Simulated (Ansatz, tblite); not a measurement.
# ZrH2Cl2: rung by rung

Aim: run the singlet of ZrH2Cl2 at one geometry on many levels, and compare frontier levels, spin and run time.

Computed with Ansatz 0.2.0, Gaussian basis. Level: as each input shows.

Plan: GFN1-xTB, GFN2-xTB, PBE-D4/def2-TZVP, r2SCAN-D4/def2-TZVP, BHLYP-D4/def2-TZVP, r2SCANh-D4/def2-TZVP, r2SCAN0-D4/def2-TZVP, LDA/def2-TZVP, HSE06-D4/def2-TZVP, BLYP-D4/def2-TZVP, B3LYP-D4/def2-TZVP, PBE-D4/def2-SVP, PBE0-D4/def2-SVP, PBE0-D4/def2-TZVPD, PBE-D4/def2-TZVPD, r2SCAN-D4/def2-TZVPD, CCSD(T)/def2-TZVPP, MP2/def2-TZVP, RPA/def2-TZVP, CCSD(T)/def2-TZVPD.

1 further run of the same task is left out (set aside as unsound or not needed). Runs told in other sessions of the task aren't counted.

**1. The relaxed structure**

The geometry is that of the singlet, from an earlier relaxation (PBE-D4/def2-TZVP).

5 atoms, charge 0, spin multiplicity 1.

Bond lengths: Zr1–H2 1.846 Å, Zr1–H3 1.846 Å, Zr1–Cl4 2.325 Å, Zr1–Cl5 2.325 Å. Angles: H2–Zr1–H3 110.3°, H2–Zr1–Cl4 107.8°, H2–Zr1–Cl5 107.8°, H3–Zr1–Cl4 107.8°, H3–Zr1–Cl5 107.8°, Cl4–Zr1–Cl5 115.4°.

Formally the metal is d0. Zr takes a core potential in the def2 sets. No spin-orbit coupling is included.

PBE0-D4/def2-TZVP was run before; its log isn't repeated, and its numbers join the tables.

**2. GFN1-xTB**

Tight binding, by tblite at 300 K electronic temperature and without a spin-polarisation term:

```python
tblite.interface.Calculator('GFN1-xTB', numbers, positions, charge=0, uhf=0).singlepoint()
```

Energy -303.1521 eV, HOMO -12.70 eV, LUMO -10.26 eV; 0.004 s.

**3. GFN2-xTB**

Tight binding, by tblite at 300 K electronic temperature and without a spin-polarisation term:

```python
tblite.interface.Calculator('GFN2-xTB', numbers, positions, charge=0, uhf=0).singlepoint()
```

Energy -323.3115 eV, HOMO -11.83 eV, LUMO -9.27 eV; 0.002 s.

**4. PBE-D4/def2-TZVP**

start.molden holds the orbitals of an earlier run on this state, given as this run's starting guess.

The input, in.yaml:

```yaml
crystal:
  periodic: [false, false, false]
  atoms:
    - {symbol: Zr, position_ang: [0.061681, 0.000116, 0.042559]}
    - {symbol: H, position_ang: [0.069466, -0.016079, 1.888262]}
    - {symbol: H, position_ang: [1.789993, 0.019491, -0.605137]}
    - {symbol: Cl, position_ang: [-0.976119, 1.963002, -0.645546]}
    - {symbol: Cl, position_ang: [-0.945012, -1.966531, -0.680139]}
basis:
  gaussian: {orbitals: def2-TZVP, initial_orbitals: start.molden}
hamiltonian: {xc: pbe, dispersion: d4}
scf: {omitted_lower_state_checks: [starts]}
output: {orbitals: {seedname: orbitals}}
```

On the command line:

```console
$ ansatz run in.yaml --threads 4 --pin off --events-out ev --progress --plain --max-ram 3916MiB
```

After this run come: r2SCAN-D4/def2-TZVP; BHLYP-D4/def2-TZVP; r2SCANh-D4/def2-TZVP; r2SCAN0-D4/def2-TZVP; LDA/def2-TZVP; HSE06-D4/def2-TZVP; BLYP-D4/def2-TZVP; B3LYP-D4/def2-TZVP; PBE-D4/def2-SVP; PBE0-D4/def2-SVP; PBE0-D4/def2-TZVPD; PBE-D4/def2-TZVPD; r2SCAN-D4/def2-TZVPD; CCSD(T)/def2-TZVPP; MP2/def2-TZVP; RPA/def2-TZVP; CCSD(T)/def2-TZVPD.

**Question.** What will the summary of the whole plan be? Wanted: gap in def2-TZVP, named functionals, smallest and largest; correlation energy, CCSD(T)/def2-TZVPP; correlation energy, MP2/def2-TZVP; correlation energy, CCSD(T)/def2-TZVPD; binding an atom, CCSD(T)/def2-TZVPP; PBE0 total energy, smallest basis above largest.

The runs gave:

| quantity | value |
| --- | --- |
| gap in def2-TZVP, named functionals, smallest and largest | 3.49 eV (LDA), 8.36 eV (BHLYP-D4) |
| correlation energy, CCSD(T)/def2-TZVPP | -21.71 eV |
| correlation energy, MP2/def2-TZVP | -18.29 eV |
| correlation energy, CCSD(T)/def2-TZVPD | -20.38 eV |
| binding an atom, CCSD(T)/def2-TZVPP | 3.274 eV |
| PBE0 total energy, smallest basis above largest | 8.86 eV (def2-SVP, def2-TZVPD) |

What this shows: Orbital gaps of the named functionals in def2-TZVP span 3.49 eV (LDA) to 8.36 eV (BHLYP-D4); exact exchange widens it. The functionals in def2-TZVP miss CCSD(T)/def2-TZVPP by -0.081 (BHLYP-D4) to +0.463 eV (LDA) an atom. The reference is CCSD(T) in one finite basis, so it carries an error of its own, often a tenth of an eV or more, and near misses can't be ranked.
